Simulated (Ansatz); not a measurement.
# TiBrF4: the cost of one run

Method: DFT PBE, scalar-relativistic, plane waves, PAW, in Ansatz 0.2.0.

## 1. The system as given

Symmetry: P6/mmm, No. 191, hexagonal system. Conventional cell: a = 3.568 Å, b = 3.568 Å, c = 7.828 Å, α = 90.00°, β = 90.00°, γ = 120.00°. Around Ti (site symmetry 6/mmm) lie 12 F at 2.93 Å. Br (site symmetry 6/mmm) has 12 F at 2.75 Å as nearest neighbours. F (site symmetry 3m) is surrounded by 3 F at 2.06 Å and 3 Br at 2.75 Å and 3 Ti at 2.93 Å.

Structure file:

```cif
data_structure
_symmetry_space_group_name_H-M 'P6/mmm'
_symmetry_Int_Tables_number 191
_cell_length_a 3.5683
_cell_length_b 3.5683
_cell_length_c 7.8282
_cell_angle_alpha 90.000
_cell_angle_beta 90.000
_cell_angle_gamma 120.000
_cell_volume 86.32
loop_
_atom_site_label
_atom_site_type_symbol
_atom_site_symmetry_multiplicity
_atom_site_Wyckoff_symbol
_atom_site_fract_x
_atom_site_fract_y
_atom_site_fract_z
_atom_site_occupancy
Ti1 Ti 1 b 0.00000 0.00000 0.50000 1
Br1 Br 1 a 0.00000 0.00000 0.00000 1
F1 F 4 h 0.33333 0.66667 0.76643 1
```

Recipe of the guess: species swapped into a database cell of ZrTiB4 (P6/mmm, No. 191), with Ti on the Zr sites, Br on the Ti sites and F on the B sites. The dimensions are guesses.

## 2. A first look at the guess

The input, input.yaml:

```yaml
crystal:
  lattice:
    - [3.56829238, 0.0, 0.0]
    - [-1.78414619, 3.09023185, 0.0]
    - [0.0, 0.0, 7.82815241]
  atoms:
    - { symbol: Ti, position: [0.0, 0.0, 0.5], spin: 1.0 }
    - { symbol: Br, position: [0.0, 0.0, 0.0] }
    - { symbol: F, position: [0.33333333, 0.66666667, 0.76642942] }
    - { symbol: F, position: [0.33333333, 0.66666667, 0.23357058] }
    - { symbol: F, position: [0.66666667, 0.33333333, 0.76642942] }
    - { symbol: F, position: [0.66666667, 0.33333333, 0.23357058] }
basis:
  ecutwfc: 420
kpoints:
  mp_grid: { grid: [6, 6, 2] }
hamiltonian:
  xc: pbe
scf:
  occupations: { method: gaussian, width: 0.1 }
  lower_state_search: "off"
output:
  forces: true
  stress: true
  eigenvalues: true
  populations: true
magnetization:
  spin_polarized: true
```

On the command line:

```sh
ansatz run input.yaml --threads 1 --pin off --max-ram 2560MiB --backend cpu --events-out ev --progress --plain --runs-dir out
```

**Question.** How long does this run take on 1 thread of Arm Neoverse V1, shared host, and how much memory does it need?

About 13 s, with a peak of 0.37 GiB.
